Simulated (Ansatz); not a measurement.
# AgClH₃N: ionisation energy by level of theory

Aim: the vertical ionisation energy of AgClH₃N, as cation minus neutral at the neutral's geometry, on several levels, and how well −ε(HOMO) stands in for it.

Method: unrestricted cation, the program's frozen cores in correlated methods; program: Ansatz 0.2.0, Gaussian basis.

Plan: UKS PBE-D4/def2-TZVPP; UKS r2SCAN-D4/def2-TZVPP; UKS PBE0-D4/def2-TZVPP; UKS B3LYP-D4/def2-TZVPP; UKS wB97X-V/def2-TZVPP; UKS wB97M-V/def2-TZVPP; UKS B2PLYP/def2-TZVPP; UHF-CCSD(T)/def2-TZVPP; UHF-CCSD(T)/def2-QZVPP; extrapolation to the limit; then −ε(HOMO) from the neutral's earlier runs with LDA (SPW92), PBE-D4, revPBE-D4, BLYP-D4, r2SCAN-D4, B97M-V, PBE0-D4, B3LYP-D4, r2SCANh-D4, r2SCAN0-D4, HSE06-D4, BHLYP-D4, CAM-B3LYP-D4, LC-ωPBE, ωB97X-V, ωB97M-V.

1 further run of the same task is left out (for a known fault of the program).

**1. The relaxed structure**

An earlier PBE0-D4 in a triple-zeta def2 set relaxation fixed the geometry. Ag takes the def2 core potential; no spin-orbit term is included.

SMILES `[NH3+][Ag-][Cl]`, 6 atoms, charge 0, spin multiplicity 1.

Atoms are counted from 1 here; the program's logs count them from 0.

Bond lengths: N1–Ag2 2.159 Å, N1–H4 1.014 Å, N1–H5 1.014 Å, N1–H6 1.014 Å, Ag2–Cl3 2.268 Å. Angles: Ag2–N1–H4 111.2°, Ag2–N1–H5 111.2°, Ag2–N1–H6 111.2°, H4–N1–H5 107.7°, H4–N1–H6 107.7°, H5–N1–H6 107.7°, N1–Ag2–Cl3 180.0°.

**2. Cation, UKS PBE-D4/def2-TZVPP**

The input, in.yaml:

```yaml
crystal:
  periodic: [false, false, false]
  atoms:
    - {symbol: N, position_ang: [-0.589850, 0.572898, -0.380534]}
    - {symbol: Ag, position_ang: [0.819603, -0.805080, 0.499875]}
    - {symbol: Cl, position_ang: [2.300435, -2.252964, 1.424894]}
    - {symbol: H, position_ang: [-0.979495, 0.200581, -1.238964]}
    - {symbol: H, position_ang: [-0.148285, 1.458042, -0.601635]}
    - {symbol: H, position_ang: [-1.360308, 0.762524, 0.250165]}
basis:
  gaussian: {orbitals: def2-TZVPP}
total_charge: 1
magnetization: {spin_polarized: true, initial_magnetization: 1}
hamiltonian: {xc: pbe, dispersion: d4}
```

On the command line:

```
$ ansatz run in.yaml --threads 2 --pin off --events-out ev --progress --plain --max-ram 22528MiB --backend cpu
```

The runs that follow: Cation, UKS r2SCAN-D4/def2-TZVPP; Cation, UKS PBE0-D4/def2-TZVPP; Cation, UKS B3LYP-D4/def2-TZVPP; Cation, UKS wB97X-V/def2-TZVPP; Cation, UKS wB97M-V/def2-TZVPP; Cation, UKS B2PLYP (frozen core)/def2-TZVPP; Cation, UHF-CCSD(T)/def2-TZVPP; Cation, UHF-CCSD(T)/def2-QZVPP.

**Question.** What will the summary of the whole plan be? Wanted: ionisation energy, CCSD(T)/CBS; nearest functional by difference; nearest −ε(HOMO); −ε(HOMO) of PBE; T1 of the cation.

**Answer**, as computed:

| quantity | value |
| --- | --- |
| ionisation energy, CCSD(T)/CBS | 9.41 eV |
| nearest functional by difference | ωB97M-V (-0.20 eV) |
| nearest −ε(HOMO) | LC-ωPBE (+0.03 eV) |
| −ε(HOMO) of PBE | 5.49 eV |
| T1 of the cation | 0.019 |

**Reading.** Energy differences with functionals land within 0.37 eV of the reference. −ε(HOMO) of PBE misses by 3.9 eV, since self-interaction lifts the level. Among orbital estimates LC-ωPBE comes nearest. Hartree-Fock falls 1.44 eV short, as the neutral has more correlation energy than the cation. Correlated methods include outer-core shells of Ag, which these sets cover unevenly.
